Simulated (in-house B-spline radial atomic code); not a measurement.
# Excitations of Ca⁸⁺ as exact exchange is dialled in

One table from this session's results is given with a row withheld; the runs are named, their logs left out.

Method: linear response of a closed shell, each method with its own adiabatic kernel; spin-free one-electron X2C, finite nucleus; B-spline basis; no spin-orbit coupling, no double excitations; only terms of natural parity, (−1)^L, with L up to 3 are computed. Code: in-house B-spline radial atomic code version 1.

## The system

| Item | Value |
| --- | --- |
| element | calcium (Z = 20) |
| charge | +8 |
| configuration | [Ne] 3s2 |
| runs | 0 % exact exchange; 10 % exact exchange; 20 % exact exchange; 30 % exact exchange; 40 % exact exchange; 50 % exact exchange; 60 % exact exchange; 70 % exact exchange; 80 % exact exchange; 90 % exact exchange; 100 % exact exchange |

Outer shells as boxes (Hund's rule):

Ca⁸⁺
```
[Ne] core
3s [↑↓]
```

The first run:

Settings, as recorded:

```ini
Z = 20
electrons = 12.0
configuration = [Ne] 3s2
hamiltonian = x2c
method = pbeh
box_radius = 11.59
exact_exchange_fraction = 0.0
rms_radius = 3.4776
intervals = 70
```

On the command line:

```sh
> python run_td.py task.json out
```

task.json lists these runs, among others, and the program works through them in turn.

Among the steps run: 0 % exact exchange.

One table of the session follows, with a row left open; its other results are not shown here.

It belongs to the step «0 % exact exchange». The states in eV; those that feel the box are left out:

| state | full (eV) | Tamm-Dancoff (eV) |
| --- | --- | --- |
| 3s→3p ³P | 17.329 | 17.724 |
| 3s→3p ¹P | 26.648 | 27.511 |
| 3s→3d ³D | 47.990 | 48.167 |
| 3s→3d ¹D | 52.169 | 52.181 |
| 3s→4s ³S | 93.500 | 93.507 |
| 3s→4s ¹S | 95.399 | 95.440 |
| 3s→4p ³P | 101.34 | 101.35 |
| 3s→4p ¹P | 102.01 | 102.04 |
| 3s→4d ³D | 112.17 | 112.17 |
| 3s→4d ¹D | 112.44 | 112.44 |
| 3s→4f ³F | 115.69 | 115.73 |
| 3s→4f ¹F | ? | ? |
| 3s→5s ³S | 130.13 | 130.13 |
| 3s→5s ¹S | 130.68 | 130.70 |

Estimate the missing values for 3s→4f ¹F.

The run gave: full (eV): 116.47; Tamm-Dancoff (eV): 116.49. In the column «full (eV)» it lies between 3s→4f ³F (115.69) and 3s→5s ³S (130.13).
